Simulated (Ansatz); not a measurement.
**BrFH4O2Si2: a ladder of functionals and wavefunction methods**

Aim: compute BrFH4O2Si2 with functionals from several rungs and with coupled cluster. The yardstick is the atomisation energy at the CCSD(T) limit.

Computed with Ansatz 0.2.0, Gaussian basis. Level: functionals in def2-TZVPP, the program's frozen cores in correlated methods.

Plan: PBE-D4, r2SCAN-D4, PBE0-D4, B3LYP-D4, ωB97X-V, ωB97M-V, B2PLYP; CCSD(T)/def2-TZVPP; MP2/def2-QZVPP; extrapolation to the limit.

## Step 1: The relaxed structure

An earlier PBE0-D4 in a triple-zeta def2 set relaxation fixed the geometry.

SMILES `O[Si](F)(Br)O[SiH3]`, 10 atoms, charge 0, spin multiplicity 1.

Atoms are counted from 1 here; the program's logs count them from 0.

Bond lengths: O1–Si2 1.615 Å, O1–H7 0.959 Å, Si2–F3 1.583 Å, Si2–Br4 2.188 Å, Si2–O5 1.606 Å, O5–Si6 1.648 Å, Si6–H8 1.481 Å, Si6–H9 1.483 Å, Si6–H10 1.483 Å. Angles: Si2–O1–H7 118.6°, O1–Si2–F3 110.4°, O1–Si2–Br4 107.5°, O1–Si2–O5 111.8°, F3–Si2–Br4 107.6°, F3–Si2–O5 107.8°, Br4–Si2–O5 111.6°, Si2–O5–Si6 146.5°, O5–Si6–H8 107.1°, O5–Si6–H9 109.6°, O5–Si6–H10 109.8°, H8–Si6–H9 110.2°, H8–Si6–H10 110.2°, H9–Si6–H10 109.9°.

## Step 2: PBE-D4 (GGA)

File in.yaml:

```yaml
crystal:
  periodic: [false, false, false]
  atoms:
    - {symbol: O, position_ang: [-2.062061, -1.088116, 0.974114]}
    - {symbol: Si, position_ang: [-0.811207, -1.010155, -0.043763]}
    - {symbol: F, position_ang: [-1.287423, -1.291837, -1.526667]}
    - {symbol: Br, position_ang: [0.591257, -2.593846, 0.514504]}
    - {symbol: O, position_ang: [-0.110542, 0.434451, -0.019066]}
    - {symbol: Si, position_ang: [1.290830, 1.284353, -0.188012]}
    - {symbol: H, position_ang: [-2.685581, -0.359768, 0.991429]}
    - {symbol: H, position_ang: [0.959831, 2.714089, 0.013566]}
    - {symbol: H, position_ang: [2.269636, 0.836156, 0.831483]}
    - {symbol: H, position_ang: [1.845251, 1.074674, -1.547587]}
basis:
  gaussian: {orbitals: def2-TZVPP}
hamiltonian: {xc: pbe, dispersion: d4}
output: {forces: true, orbitals: {seedname: orbitals}}
```

The run is started by

```bash
ansatz run in.yaml --threads 2 --pin off --events-out ev --progress --plain --max-ram 32768MiB --backend cuda --devices 0, --max-vram 18GiB
```

The runs that follow: r2SCAN-D4 (meta-GGA); PBE0-D4 (hybrid); B3LYP-D4 (hybrid); ωB97X-V (range-separated); ωB97M-V (range-separated); B2PLYP (double hybrid); CCSD(T) in def2-TZVPP; MP2 in def2-QZVPP.

Q: Predict the results of all the runs planned. Wanted: atomisation energy, CCSD(T)/CBS; farthest; mean size of error, hybrid; mean size of error, range-separated; gap, smallest and largest; T1 diagnostic; triples share of the correlation energy.

As calculated:

| quantity | value |
| --- | --- |
| atomisation energy, CCSD(T)/CBS | 916.0 kcal/mol |
| functionals within 9.2 kcal/mol (1.0 %) | PBE-D4, r2SCAN-D4, ωB97X-V, ωB97M-V |
| farthest | PBE0-D4 (-23.3 kcal/mol) |
| mean size of error, hybrid | 19.9 kcal/mol |
| mean size of error, range-separated | 6.3 kcal/mol |
| gap, smallest and largest | 6.37 eV (PBE-D4), 13.00 eV (ωB97X-V) |
| T1 diagnostic | 0.0101 |
| triples share of the correlation energy | 3.2 % |

In words: PBE-D4 misses by -7.9 kcal/mol. Double hybrids carry the basis error of their MP2 part in triple zeta, and no dispersion term here, so their miss is partly the set-up's. The reference freezes the cores and leaves out relativity and excitations past (T), and its outer-core shells are covered unevenly, so misses under about 9.2 kcal/mol can't be ranked. All levels share the lack of spin-orbit coupling, which lowers the free heavy atoms and so the true binding. Hartree-Fock recovers 73 % of the binding; the rest is correlation. The gap grows from 6.4 to 13.0 eV across the functionals, mostly with the share of exact exchange. Correlated methods include outer-core shells of Br, which these sets cover unevenly.
